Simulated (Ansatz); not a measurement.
# V: under pressure

An exercise on one series of results from a longer session: the logs are not shown, and one member is left open.

Program: Ansatz 0.2.0. Level of theory: DFT PBEsol, scalar-relativistic, plane waves, PAW. These are calculated values, not measurements.

2 further runs of the same task are left out: 2 set aside as unsound or not needed.

**The starting structure**

It takes space group Im-3m (No. 229, cubic). The conventional cell has a = 2.959 Å, b = 2.959 Å, c = 2.959 Å, α = 90.00°, β = 90.00°, γ = 90.00°. V (site symmetry m-3m) has 8 V at 2.56 Å in its first shell of neighbours.

Coordinates:

```cif
data_structure
_symmetry_space_group_name_H-M 'Im-3m'
_symmetry_Int_Tables_number 229
_cell_length_a 2.9589
_cell_length_b 2.9589
_cell_length_c 2.9589
_cell_angle_alpha 90.000
_cell_angle_beta 90.000
_cell_angle_gamma 90.000
_cell_volume 25.90
loop_
_atom_site_label
_atom_site_type_symbol
_atom_site_symmetry_multiplicity
_atom_site_Wyckoff_symbol
_atom_site_fract_x
_atom_site_fract_y
_atom_site_fract_z
_atom_site_occupancy
V1 V 2 a 0.00000 0.00000 0.00000 1
```

This cell was relaxed beforehand with the same method: volume 12.95 Å³/atom, gap on the mesh none (metal).

The first run:

input.yaml reads:

```yaml
crystal:
  lattice:
    - [-1.4843235338, 1.4843235338, 1.4843235338]
    - [1.4843235338, -1.4843235338, 1.4843235338]
    - [1.4843235338, 1.4843235338, -1.4843235338]
  atoms:
    - { symbol: V, position: [0.0, 0.0, 0.0] }
basis:
  ecutwfc: 420
kpoints:
  mp_grid: { grid: [20, 20, 20] }
hamiltonian:
  xc: pbesol
scf:
  occupations: { method: gaussian, width: 0.1 }
output:
  forces: true
  stress: true
  eigenvalues: true
  write_density: true
  write_potential: true
  elf: true
  volumetric_format: npy
relax:
  adjacent_minimum: "off"
  f_tol: 0.008
  max_steps: 50
  cell: { stress_tol: 0.08, p_target: -1.0 }
```

Run with:

```bash
$ ansatz run input.yaml --threads 1 --pin off --max-ram 2560MiB --backend cpu --events-out ev --progress --plain --runs-dir out
```

Steps of the session up to this table: -1 GPa; 1 GPa; Relaxing at 4 GPa; 12 GPa; Target pressure 25 GPa; Target pressure 50 GPa; 90 GPa.

One of the session's tables, all rows but one given; the rest of the session is left out.

Lengths are those of the vectors of the cell that was run:

| P (GPa) | V (Å³/atom) | a (Å) | b (Å) | c (Å) | ΔH (eV/atom) |
| --- | --- | --- | --- | --- | --- |
| -1 | 13.02 | 2.567 | 2.567 | 2.567 | -0.081 |
| 0 | 12.95 | 2.562 | 2.562 | 2.562 | 0.000 |
| 1 | 12.89 | 2.558 | 2.558 | 2.558 | 0.081 |
| 4 | 12.70 | 2.546 | 2.546 | 2.546 | 0.320 |
| 12 | 12.26 | 2.516 | 2.516 | 2.516 | 0.943 |
| 25 | ? | ? | ? | ? | ? |
| 50 | 10.79 | 2.411 | 2.411 | 2.411 | 3.660 |
| 90 | 9.81 | 2.336 | 2.336 | 2.336 | 6.227 |

Estimate the missing values for P (GPa) = 25.

Worked estimate for «V (Å³/atom)». A straight line through the neighbours (12, 12.26) and (50, 10.79) gives 12.26 + (10.79 − 12.26) × (25 − 12) / (50 − 12) = 11.76; a parabola fitted to 4 rows on both sides gives 11.71.

As computed: V (Å³/atom): 11.66; a (Å): 2.474; b (Å): 2.474; c (Å): 2.474; ΔH (eV/atom): 1.912. In «V (Å³/atom)» the line misses by +0.10 and the parabola by +0.05.

ΔH is E + PV over the energy at zero pressure; a, b and c are the vectors of the computed cell. 
